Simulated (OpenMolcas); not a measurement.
**Os⁶⁺ among point charges: CASSCF and CASPT2 levels and susceptibility**

How does a field of 6 point charges split the states of Os⁶⁺, and what χT follows?

The numbers are computed with OpenMolcas 26.06 (state-averaged CASSCF and CASPT2, spin-orbit coupling by RASSI with atomic mean-field integrals), except any that are marked as measured or tabulated.

**1. The atom as given**

| Property | Result |
| --- | --- |
| Species | Os⁶⁺ (osmium, Z = 76, 70 electrons) |
| Basis | ANO-RCC-VDZP [7s6p4d2f1g], 68 functions |
| Scalar Hamiltonian | DKH2, point nucleus |
| Inactive shells | 1s 2s 2p 3s 3p 3d 4s 4p 4d 4f 5s 5p |
| Active space | 2 electrons in 5 orbitals (5d) |
| Some configurations of this space | 5d2 |
| Orbitals | optimised for each spin and parity, averaged over all roots |

Outer shells as boxes (Hund's rule):

5d2
```
5d [↑ ][↑ ][  ][  ][  ]
```

The ion sits among 6 point charges of -1.7 e arranged as a tetragonal octahedron (D4h), 1.86 Å from the ion, with the axial distance 1.600 Å.

Each step is its own input file, run in one work folder so that later steps find the files of earlier ones. Labels, J, g values, rates, χT and fits are worked out afterwards by a script from the matrices that RASSI stores. The input lists half of the charges; inversion (Group=XYZ) makes the rest.

**2. GATEWAY and SEWARD: basis and integrals**

a.inp reads:

```
&GATEWAY
Coord
1

Os 0.0 0.0 0.0
Basis=ANO-RCC-VDZP
Group=XYZ
NoMove
AngMom=0.0 0.0 0.0
AMFI
XField
3 Angstrom 0
1.860000 0.000000 0.000000 -1.700000
0.000000 1.860000 0.000000 -1.700000
0.000000 0.000000 1.599600 -1.700000
&SEWARD
```

Launch:

```
OMP_NUM_THREADS=1 MOLCAS_MEM=1689 MOLCAS_PROJECT=a pymolcas a.inp > a.log
```

**3. CASSCF: triplets of even parity, 10 roots**

a.inp reads:

```
&RASSCF
FileOrb=start.orb
Symmetry=1
Spin=3
nActEl=2 0 0
Inactive=15 19
Ras2=5 0
CIRoot=10 10 1
SDav=10
CIMx=300
Iter=120 100
PrWF=0.3
OrbListing=Nothing
MaxOrb=0
>>> COPY $Project.JobIph JOB001
```

start.orb holds the contracted functions of the basis, ordered by shell, or the orbitals of the step before.

**4. Reference wave functions, singlets of even parity, 15 roots**

a.inp reads:

```
&RASSCF
FileOrb=start.orb
Symmetry=1
Spin=1
nActEl=2 0 0
Inactive=15 19
Ras2=5 0
CIRoot=15 15 1
SDav=15
CIMx=300
Iter=120 100
PrWF=0.3
OrbListing=Nothing
MaxOrb=0
>>> COPY $Project.JobIph JOB002
```

**5. RASSI: spin-orbit coupling between the states**

a.inp reads:

```
&RASSI
NrOfJobIphs=2 10 15
1 2 3 4 5 6 7 8 9 10
1 2 3 4 5 6 7 8 9 10 11 12 13 14 15
IphNames
JOB001
JOB002
EJob
SpinOrbit
DIPRint=1.0
SOCoupling=1000.0
Subsets=2
Property=9
'ANGMOM' 1 'ANGMOM' 2 'ANGMOM' 3 'MLTPL  1' 1 'MLTPL  1' 2 'MLTPL  1' 3
'AMFI' 1 'AMFI' 2 'AMFI' 3
SOProperty=3
'ANGMOM' 1 'ANGMOM' 2 'ANGMOM' 3
```

**6. CASPT2: IPEA 0.25, imaginary shift 0.1 (closed shells correlated: 5s 5p)**

a.inp reads:

```
>>> COPY JOB001 $Project.JobIph
&CASPT2
Multistate=10 1 2 3 4 5 6 7 8 9 10
NoMult
Frozen=14 16
IPEA=0.25
Imaginary=0.1
MaxIter=60
WThr=0.0 0.3 0.05
PrWF=0.5
NoMix
>>> COPY JOB002 $Project.JobIph
&CASPT2
Multistate=15 1 2 3 4 5 6 7 8 9 10 11 12 13 14 15
NoMult
Frozen=14 16
IPEA=0.25
Imaginary=0.1
MaxIter=60
WThr=0.0 0.3 0.05
PrWF=0.5
NoMix
```

(Steps that only read results are left out.)

**Question.** What will these runs give? Wanted: spin-free ground state; first state of the same spin within the active space; lowest level; next level.

The runs gave:

| quantity | value |
| --- | --- |
| method | SS-CASPT2, IPEA 0.25, imaginary shift 0.1 (closed shells correlated: 5s 5p) |
| spin-free ground state | 3E, 2-fold in its orbital part |
| first state of the same spin within the active space | 3A2 at 4030 cm⁻¹ |
| lowest level | 1-fold B1 |
| next level | 772.8 cm⁻¹ |
| χT at 300 K | 0.06 cm³ K/mol |
| effective moment at 300 K | 0.69 μB |

Cost by method:

| method | time of its own steps | time with the reference |
| --- | --- | --- |
| A. CASSCF | 4.6 s | 4.6 s |
| B. SS-CASPT2, IPEA 0.25, imaginary shift 0.1, +5s 5p | 2.2 s | 6.9 s |

Times are of one thread on a shared host.

The spin-free ground state (3E) comes to 93 % from free-ion F terms and keeps the highest spin of the shell. χT at 300 K is 0.06, against 1.00 cm³ K/mol for the spin alone, so spin-orbit coupling lowers it. The field of point charges can differ much from that of real complexes. This is an electrostatic model: the charges have no orbitals.
